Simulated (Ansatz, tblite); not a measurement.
# Tetraphenylethylene (C26H20): which spin state is lowest

Is the singlet the ground state of tetraphenylethylene (C26H20)? Other spin states are computed and compared level by level.

Program: Ansatz 0.2.0, Gaussian basis. Level of theory: as each input shows. These are calculated values, not measurements.

The runs, in order: triplet, at the geometry of the singlet (GFN1-xTB, GFN2-xTB, PBE0-D4/def2-TZVP, PBE-D4/def2-TZVP); the singlet's energies come from earlier runs.

### Step 1. The structure

The singlet was relaxed beforehand with PBE-D4/def2-SVP.

46 atoms, charge 0, spin multiplicity 1.

Bond lengths: C1–C2 1.405 Å, C1–C26 1.404 Å, C1–H27 1.101 Å, C2–C3 1.400 Å, C2–H28 1.101 Å, C3–C4 1.414 Å, C3–H29 1.100 Å, C4–C5 1.488 Å, C4–C25 1.414 Å, C5–C6 1.381 Å, C5–C19 1.488 Å, C6–C7 1.488 Å, C6–C13 1.488 Å, C7–C8 1.414 Å, C7–C12 1.414 Å, C8–C9 1.400 Å, C8–H30 1.100 Å, C9–C10 1.405 Å and more. Angles: C2–C1–C26 119.5°, C2–C1–H27 120.2°, C26–C1–H27 120.2°, C1–C2–C3 120.3°, C1–C2–H28 120.1°, C3–C2–H28 119.6°, C2–C3–C4 120.8°, C2–C3–H29 120.1°, C4–C3–H29 119.1°, C3–C4–C5 121.2°, C3–C4–C25 118.3°, C5–C4–C25 120.5°, C4–C5–C6 122.3°, C4–C5–C19 115.5°, C6–C5–C19 122.3°, C5–C6–C7 122.3°, C5–C6–C13 122.3°, C7–C6–C13 115.5° and more.

### Step 2. Triplet at the fixed geometry, GFN1-xTB

Tight binding, by tblite at 300 K electronic temperature and without a spin-polarisation term:

```python
tblite.interface.Calculator('GFN1-xTB', numbers, positions, charge=0, uhf=2).singlepoint()
```

Energy -1784.8058 eV; 0.11 s.

### Step 3. Triplet at the fixed geometry, GFN2-xTB

Tight binding, by tblite at 300 K electronic temperature and without a spin-polarisation term:

```python
tblite.interface.Calculator('GFN2-xTB', numbers, positions, charge=0, uhf=2).singlepoint()
```

Energy -1788.1897 eV; 0.08 s.

### Step 4. Triplet at the fixed geometry, PBE0-D4/def2-TZVP

Contents of in.yaml:

```yaml
crystal:
  periodic: [false, false, false]
  atoms:
    - {symbol: C, position_ang: [2.750874, -2.810041, 2.628492]}
    - {symbol: C, position_ang: [1.696989, -3.251619, 1.811259]}
    - {symbol: C, position_ang: [1.022972, -2.349369, 0.979312]}
    - {symbol: C, position_ang: [1.388266, -0.984087, 0.944806]}
    - {symbol: C, position_ang: [0.687984, -0.020469, 0.052560]}
    - {symbol: C, position_ang: [-0.688107, 0.020565, -0.052319]}
    - {symbol: C, position_ang: [-1.579244, -0.685434, 0.908112]}
    - {symbol: C, position_ang: [-1.361158, -0.608111, 2.302775]}
    - {symbol: C, position_ang: [-2.213098, -1.264098, 3.199636]}
    - {symbol: C, position_ang: [-3.301970, -2.013129, 2.723341]}
    - {symbol: C, position_ang: [-3.539222, -2.087507, 1.341337]}
    - {symbol: C, position_ang: [-2.693140, -1.422265, 0.443781]}
    - {symbol: C, position_ang: [-1.380217, 0.773730, -1.133420]}
    - {symbol: C, position_ang: [-0.958567, 0.677290, -2.479349]}
    - {symbol: C, position_ang: [-1.624614, 1.378482, -3.491871]}
    - {symbol: C, position_ang: [-2.726726, 2.192829, -3.182491]}
    - {symbol: C, position_ang: [-3.165562, 2.287389, -1.851986]}
    - {symbol: C, position_ang: [-2.505948, 1.577306, -0.839721]}
    - {symbol: C, position_ang: [1.571002, 0.895921, -0.719138]}
    - {symbol: C, position_ang: [2.732328, 0.403272, -1.357833]}
    - {symbol: C, position_ang: [3.571034, 1.259636, -2.083918]}
    - {symbol: C, position_ang: [3.278017, 2.630244, -2.169632]}
    - {symbol: C, position_ang: [2.140682, 3.137145, -1.519204]}
    - {symbol: C, position_ang: [1.296508, 2.280227, -0.802573]}
    - {symbol: C, position_ang: [2.466729, -0.558212, 1.754015]}
    - {symbol: C, position_ang: [3.133939, -1.459533, 2.594508]}
    - {symbol: H, position_ang: [3.278206, -3.519315, 3.284841]}
    - {symbol: H, position_ang: [1.400696, -4.311873, 1.817936]}
    - {symbol: H, position_ang: [0.201257, -2.699914, 0.337895]}
    - {symbol: H, position_ang: [-0.512339, -0.019218, 2.679913]}
    - {symbol: H, position_ang: [-2.028984, -1.185487, 4.282176]}
    - {symbol: H, position_ang: [-3.969405, -2.531440, 3.428904]}
    - {symbol: H, position_ang: [-4.393282, -2.667446, 0.958649]}
    - {symbol: H, position_ang: [-2.886031, -1.477343, -0.638430]}
    - {symbol: H, position_ang: [-0.098808, 0.037512, -2.726354]}
    - {symbol: H, position_ang: [-1.283757, 1.284160, -4.534411]}
    - {symbol: H, position_ang: [-3.247888, 2.746460, -3.978619]}
    - {symbol: H, position_ang: [-4.031834, 2.918633, -1.600419]}
    - {symbol: H, position_ang: [-2.856785, 1.648618, 0.201073]}
    - {symbol: H, position_ang: [2.968729, -0.669371, -1.287291]}
    - {symbol: H, position_ang: [4.463153, 0.853839, -2.585563]}
    - {symbol: H, position_ang: [3.939443, 3.304016, -2.735746]}
    - {symbol: H, position_ang: [1.911993, 4.213008, -1.566037]}
    - {symbol: H, position_ang: [0.409495, 2.681794, -0.291230]}
    - {symbol: H, position_ang: [2.774051, 0.498262, 1.725044]}
    - {symbol: H, position_ang: [3.962330, -1.105059, 3.227199]}
basis:
  gaussian: {orbitals: def2-TZVP, fitting: {mean_field: def2-universal-jkfit}}
magnetization: {spin_polarized: true, initial_magnetization: 2}
hamiltonian: {xc: pbe0, dispersion: d4}
scf: {omitted_lower_state_checks: [starts]}
output: {orbitals: {seedname: orbitals}}
```

Started as:

```console
$ ansatz run in.yaml --threads 2 --pin off --events-out ev --progress --plain --max-ram 22528MiB --backend cuda --devices 0, --max-vram 18GiB
```

What it wrote:

```text
Functional definition: PBE0
  name "PBE0"
  cite "Adamo & Barone, J. Chem. Phys. 110, 6158 (1999) doi:10.1063/1.478522"
  cite "Perdew, Burke & Ernzerhof, Phys. Rev. Lett. 77, 3865 (1996) doi:10.1103/PhysRevLett.77.3865"
  parent pbe
  parameter a = 0.25
  parameter kappa = 0.804
  parameter beta = 0.06672455060314922
  exchange = (1 - a)*pbe_x(kappa = kappa, mu = beta*pi^2/3) + a*exact_x
  correlation = pbe_c(beta = beta)
these checks for a lower state are left out or cut short: starts
2310 factors; integrals over basis functions are off by at most 3.0e-1 eV
mean field evaluation 1: about -27232.1352 eV, gradient 7.7e1 eV
mean field evaluation 2: about -27227.5892 eV, gradient 8.2e1 eV
mean field evaluation 4: about -27261.4002 eV, gradient 6.7e0 eV
mean field evaluation 8: about -27261.6230 eV, gradient 5.0e-1 eV
mean field evaluation 16: about -27261.6304 eV, gradient 5.7e-3 eV
mean field -27261.63044792 eV, -1001.8464403644 hartree, gradient 3.1e-5 eV, S^2 2.050755; 0 other end points of the search recorded, 0 dependent functions left out
reference -27261.63051055 eV, -1001.8464426658 hartree; 89, 87 occupied and 837, 839 virtual orbitals, 2310 factors
Total energy: -27263.37629415 eV, -1001.9105990297 hartree
Checks for a lower state left out: starts
```

It took 11 s on 1 × H100 (card shared with other runs) with 2 threads of AMD EPYC 7R13, shared host; peak host memory 1.5 GiB.

Report: HOMO -3.41 eV, LUMO -3.93 eV (over both spins; with the spin held, an empty level of the minority spin lies below the top filled one); ⟨S²⟩ 2.051 (pure: 2.00).

### Step 5. Triplet at the fixed geometry, PBE-D4/def2-TZVP

start.molden holds the orbitals of an earlier run on this state, given as this run's starting guess.

Edit in.yaml of step 4 so:

```diff
@@ -50,5 +50,5 @@
 basis:
-  gaussian: {orbitals: def2-TZVP, fitting: {mean_field: def2-universal-jkfit}}
+  gaussian: {orbitals: def2-TZVP, fitting: {mean_field: def2-universal-jkfit}, initial_orbitals: start.molden}
 magnetization: {spin_polarized: true, initial_magnetization: 2}
-hamiltonian: {xc: pbe0, dispersion: d4}
+hamiltonian: {xc: pbe, dispersion: d4}
 scf: {omitted_lower_state_checks: [starts]}
```

Same command.

What it wrote:

```text
Functional definition: PBE
  name "PBE"
  cite "Perdew, Burke & Ernzerhof, Phys. Rev. Lett. 77, 3865 (1996) doi:10.1103/PhysRevLett.77.3865"
  parent pbe
  parameter kappa = 0.804
  parameter beta = 0.06672455060314922
  exchange = pbe_x(kappa = kappa, mu = beta*pi^2/3)
  correlation = pbe_c(beta = beta)
these checks for a lower state are left out or cut short: starts
2310 factors; integrals over basis functions are off by at most 3.0e-1 eV
mean field evaluation 1: about -27258.7966 eV, gradient 1.4e1 eV
mean field evaluation 2: about -27259.2790 eV, gradient 6.3e-1 eV
mean field evaluation 4: about -27259.2804 eV, gradient 3.7e-2 eV
mean field evaluation 8: about -27259.2805 eV, gradient 2.0e-5 eV
mean field -27259.28046071 eV, -1001.7600799273 hartree, gradient 2.0e-5 eV, S^2 2.011251; 0 other end points of the search recorded, 0 dependent functions left out
reference -27259.28054815 eV, -1001.7600831405 hartree; 89, 87 occupied and 837, 839 virtual orbitals, 2310 factors
Total energy: -27261.28009993 eV, -1001.8335653130 hartree
Checks for a lower state left out: starts
```

Wall time 9 s (1 × H100 (card shared with other runs) with 2 threads of AMD EPYC 7R13, shared host); peak host memory 1.3 GiB.

HOMO -2.68 eV, LUMO -4.64 eV (over both spins; with the spin held, an empty level of the minority spin lies below the top filled one); ⟨S²⟩ 2.011 (pure: 2.00).

### Step 6. Triplet less singlet, vertical

The singlet's energies are those of its earlier runs, whose logs aren't repeated here.

```csv
level,"triplet less singlet, vertical (kcal/mol)",time
GFN1-xTB,+57.7,0.23 s
GFN2-xTB,+58.1,0.15 s
PBE-D4/def2-TZVP,+52.3,14 s
PBE0-D4/def2-TZVP,+55.8,15 s
```

Times add the two runs; a level without a time comes out of a correlated run. Tight binding without a spin term can't rank spin states.

### Step 7. Outcome

| quantity | value |
| --- | --- |
| triplet less singlet, vertical, functionals in def2-TZVP | +52.3 (PBE-D4) to +55.8 kcal/mol (PBE0-D4) |

**Reading.** All functionals put the triplet above the singlet, over a spread of 3.5 kcal/mol. The checks for a lower triplet were left out, so another state of that spin may lie lower. These are electronic energies, without zero-point motion, entropy or surroundings.
